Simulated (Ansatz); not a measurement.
# GeH4Se3: the cost of one run

The runs use Ansatz 0.2.0, Gaussian basis; one geometry, several basis sets.

Plan: PBE0-D4/def2-SVP; ωB97M-V/def2-SVP; PBE0-D4/def2-QZVPP; ωB97M-V/def2-QZVPP; the functionals' def2-TZVPP values are taken from earlier runs.

## (1) The geometry

All runs share one geometry, relaxed beforehand with PBE0-D4 in a triple-zeta def2 set.

SMILES `[SeH][GeH]([SeH])[SeH]`, 8 atoms, charge 0, spin multiplicity 1.

Atoms are counted from 1 here; the program's logs count them from 0.

Bond lengths: Se1–Ge2 2.350 Å, Se1–H5 1.471 Å, Ge2–Se3 2.350 Å, Ge2–Se4 2.350 Å, Ge2–H6 1.539 Å, Se3–H7 1.471 Å, Se4–H8 1.471 Å. Angles: Ge2–Se1–H5 92.6°, Se1–Ge2–Se3 107.8°, Se1–Ge2–Se4 107.8°, Se1–Ge2–H6 111.1°, Se3–Ge2–Se4 107.8°, Se3–Ge2–H6 111.1°, Se4–Ge2–H6 111.1°, Ge2–Se3–H7 92.6°, Ge2–Se4–H8 92.6°.

## (2) PBE0-D4 in def2-SVP

File in.yaml:

```yaml
crystal:
  periodic: [false, false, false]
  atoms:
    - {symbol: Se, position_ang: [-1.520923, 1.023689, -1.400313]}
    - {symbol: Ge, position_ang: [0.005701, 0.038663, 0.090087]}
    - {symbol: Se, position_ang: [2.155884, 0.261175, -0.831593]}
    - {symbol: Se, position_ang: [-0.489661, -2.255105, 0.214800]}
    - {symbol: H, position_ang: [-1.097423, 2.385244, -1.038603]}
    - {symbol: H, position_ang: [-0.071998, 0.697743, 1.478158]}
    - {symbol: H, position_ang: [2.806170, -0.189959, 0.408404]}
    - {symbol: H, position_ang: [-1.695651, -2.018549, 1.023260]}
basis:
  gaussian: {orbitals: def2-SVP}
hamiltonian: {xc: pbe0, dispersion: d4}
output: {orbitals: {seedname: orbitals}}
```

Started as:

```
$ ansatz run in.yaml --threads 4 --pin off --events-out ev --progress --plain --max-ram 11315MiB
```

Q: Estimate wall time and peak memory on 4 threads of Arm Neoverse V1, shared host.

About 4.1 s, with a peak of 0.48 GiB.
